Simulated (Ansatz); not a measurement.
# Si₈H₈: how energies converge with the basis set

One table from this session's results is given with a row withheld; the runs are named, their logs left out.

The runs use Ansatz 0.2.0, Gaussian basis; one geometry, several basis sets.

Plan: PBE0-D4/def2-SVP; ωB97M-V/def2-SVP; PBE0-D4/def2-QZVPP; ωB97M-V/def2-QZVPP; the functionals' def2-TZVPP values are taken from earlier runs.

## The relaxed structure

An earlier PBE0-D4 in a triple-zeta def2 set relaxation fixed the geometry.

SMILES `[SiH]12[SiH]3[SiH]4[SiH]1[SiH]1[SiH]2[SiH]3[SiH]41`, 16 atoms, charge 0, spin multiplicity 1.

Atoms are counted from 1 here; the program's logs count them from 0.

Bond lengths: Si1–Si2 2.374 Å, Si1–Si4 2.374 Å, Si1–Si6 2.374 Å, Si1–H9 1.491 Å, Si2–Si3 2.374 Å, Si2–Si7 2.374 Å, Si2–H10 1.491 Å, Si3–Si4 2.374 Å, Si3–Si8 2.374 Å, Si3–H11 1.491 Å, Si4–Si5 2.374 Å, Si4–H12 1.491 Å, Si5–Si6 2.374 Å, Si5–Si8 2.374 Å, Si5–H13 1.491 Å, Si6–Si7 2.374 Å, Si6–H14 1.491 Å, Si7–Si8 2.374 Å and more. Angles: Si2–Si1–Si4 90.0°, Si2–Si1–Si6 90.0°, Si2–Si1–H9 125.3°, Si4–Si1–Si6 90.0°, Si4–Si1–H9 125.3°, Si6–Si1–H9 125.3°, Si1–Si2–Si3 90.0°, Si1–Si2–Si7 90.0°, Si1–Si2–H10 125.3°, Si3–Si2–Si7 90.0°, Si3–Si2–H10 125.3°, Si7–Si2–H10 125.3°, Si2–Si3–Si4 90.0°, Si2–Si3–Si8 90.0°, Si2–Si3–H11 125.3°, Si4–Si3–Si8 90.0°, Si4–Si3–H11 125.3°, Si8–Si3–H11 125.3° and more.

Set-up of the first run:

Contents of in.yaml:

```yaml
crystal:
  periodic: [false, false, false]
  atoms:
    - {symbol: Si, position_ang: [1.883052, 0.734658, -0.376963]}
    - {symbol: Si, position_ang: [1.145539, -0.145026, 1.701303]}
    - {symbol: Si, position_ang: [0.134648, -1.971069, 0.569649]}
    - {symbol: Si, position_ang: [0.872165, -1.091383, -1.508615]}
    - {symbol: Si, position_ang: [-1.145537, 0.145029, -1.701308]}
    - {symbol: Si, position_ang: [-0.134650, 1.971071, -0.569651]}
    - {symbol: Si, position_ang: [-0.872164, 1.091380, 1.508611]}
    - {symbol: Si, position_ang: [-1.883054, -0.734659, 0.376956]}
    - {symbol: H, position_ang: [3.248327, 1.267309, -0.650278]}
    - {symbol: H, position_ang: [1.976087, -0.250176, 2.934806]}
    - {symbol: H, position_ang: [0.232276, -3.400156, 0.982661]}
    - {symbol: H, position_ang: [1.504517, -1.882676, -2.602406]}
    - {symbol: H, position_ang: [-1.976085, 0.250166, -2.934811]}
    - {symbol: H, position_ang: [-0.232265, 3.400163, -0.982646]}
    - {symbol: H, position_ang: [-1.504526, 1.882660, 2.602408]}
    - {symbol: H, position_ang: [-3.248330, -1.267300, 0.650283]}
basis:
  gaussian: {orbitals: def2-SVP}
hamiltonian: {xc: pbe0, dispersion: d4}
output: {orbitals: {seedname: orbitals}}
```

Steps of the session up to this table: PBE0-D4 in def2-SVP; ωB97M-V in def2-SVP; PBE0-D4 in def2-QZVPP; ωB97M-V in def2-QZVPP.

One of the session's tables, all rows but one given; the rest of the session is left out.

It belongs to the step «Functionals by basis». 

| functional | basis | HOMO (eV) | LUMO (eV) |
| --- | --- | --- | --- |
| PBE0-D4 | def2-SVP | -6.41 | -1.94 |
| PBE0-D4 | def2-TZVPP | ? | ? |
| PBE0-D4 | def2-QZVPP | -6.31 | -2.21 |
| ωB97M-V | def2-SVP | -8.16 | -0.15 |
| ωB97M-V | def2-TZVPP | -8.09 | -0.44 |
| ωB97M-V | def2-QZVPP | -8.09 | -0.50 |

**Question.** Estimate the row for PBE0-D4, def2-TZVPP.

As computed: HOMO (eV): -6.32; LUMO (eV): -2.17. In the column «HOMO (eV)» it lies between PBE0-D4, def2-SVP (-6.41) and PBE0-D4, def2-QZVPP (-6.31).
